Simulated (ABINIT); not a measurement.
LiF (Griceite):

```
CELL_PARAMETERS angstrom
0.00000 2.01400 2.01400
2.01400 0.00000 2.01400
2.01400 2.01400 0.00000
ATOMIC_POSITIONS crystal
F 0.50000 0.50000 0.50000
Li 0.00000 0.00000 0.00000
```

| Quantity | Value |
| --- | --- |
| Program | ABINIT 10.8.3 (patched build) |
| Task | relaxation of cell and atoms |
| Functional | LDA |
| Potentials or basis | PseudoDojo NC SR LDA v0.4.1 standard |
| Cutoff | 1143 eV |
| k mesh | 8 × 8 × 8 |
| Occupations | fermi-dirac, width 0.05 eV |
| Spin | no spin polarisation |

At the start: pressure -6.6 GPa; volume 8.17 Å³/atom.

Task: Where does the relaxation end?

Result: Over 5 steps the energy falls by 16.3 meV/atom and the volume is 7.44 Å³/atom (-8.9 %); space group Fm-3m (No. 225, to 0.05 Å).

The path:
```csv
step,energy change (eV),largest force (eV/Å),pressure (GPa),volume (Å³)
1,0.0000,0.0000,-6.64,16.34
2,-0.0124,0.0000,-5.41,16.01
3,-0.0322,0.0000,0.87,14.74
4,-0.0326,0.0000,-0.08,14.90
5,-0.0326,0.0000,0.00,14.89
```

Final structure:
```
CELL_PARAMETERS angstrom
0.00000 1.95260 1.95260
1.95260 0.00000 1.95260
1.95260 1.95260 0.00000
ATOMIC_POSITIONS crystal
F 0.50000 0.50000 0.50000
Li 0.00000 0.00000 0.00000
```
